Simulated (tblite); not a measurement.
# C4H12B2Cl2Si: the cost of one run

Programs: tblite 0.8.0 and PySCF 2.14.0, with density-fitted response routines of our own. Each step states its level of theory. These are calculated values for one molecule in the gas phase, unless marked as measured. Atoms are numbered from 0 throughout.

### 1 The molecule as given

21 atoms, charge 0, multiplicity 1; geometry from: force field or distance geometry start.

Bonds of the start (Å): B0–C1 1.59, C1–C2 1.54, C1–Si3 1.89, Si3–C4 1.87, C4–C5 1.51, C1–B6 1.61, B6–Cl7 1.85, B6–Cl8 1.85, B0–H9 1.19, B0–H10 1.19, C2–H11 1.11, C2–H12 1.12, C2–H13 1.11, Si3–H14 1.48, Si3–H15 1.49, C4–H16 1.11, C4–H17 1.11, C5–H18 1.12, C5–H19 1.11, C5–H20 1.11.

### 2 Optimising the geometry with GFN2-xTB

The job: settings as JSON, then the geometry in Å.

```
{"job": {"kind": "relax", "xc": "GFN2-xTB", "basis": "xTB"}, "charge": 0, "multiplicity": 1}
B     -2.499800    -0.180400     0.932300
C     -1.286800    -0.298700    -0.096300
C     -1.067400    -1.781800    -0.468100
Si     0.261100     0.344900     0.772700
C      1.739900     0.311600    -0.365100
C      2.967200     0.885500     0.312800
B     -1.584100     0.618300    -1.380900
Cl    -1.889200     2.435200    -1.187200
Cl    -1.531000    -0.075600    -3.092800
H     -3.111300    -1.136400     1.286900
H     -2.812900     0.873300     1.377700
H     -0.865500    -2.398700     0.430200
H     -1.990800    -2.188400    -0.952900
H     -0.218400    -1.891400    -1.176200
H      0.029800     1.725800     1.238400
H      0.546900    -0.503700     1.964000
H      1.944200    -0.729900    -0.678900
H      1.504800     0.910800    -1.274700
H      2.790900     1.943300     0.622700
H      3.838200     0.862700    -0.379100
H      3.225300     0.290600     1.217700
```

On the command line:

```console
> OMP_NUM_THREADS=1 python probes_run.py task.json out
```

The driver reads the jobs from task.json and runs them one after another.

**Question.** How long does this first job take on 1 thread of Intel Xeon at 2.50GHz, shared host, and how much memory does it need?

About 3.1 s, with a peak of 0.18 GiB.
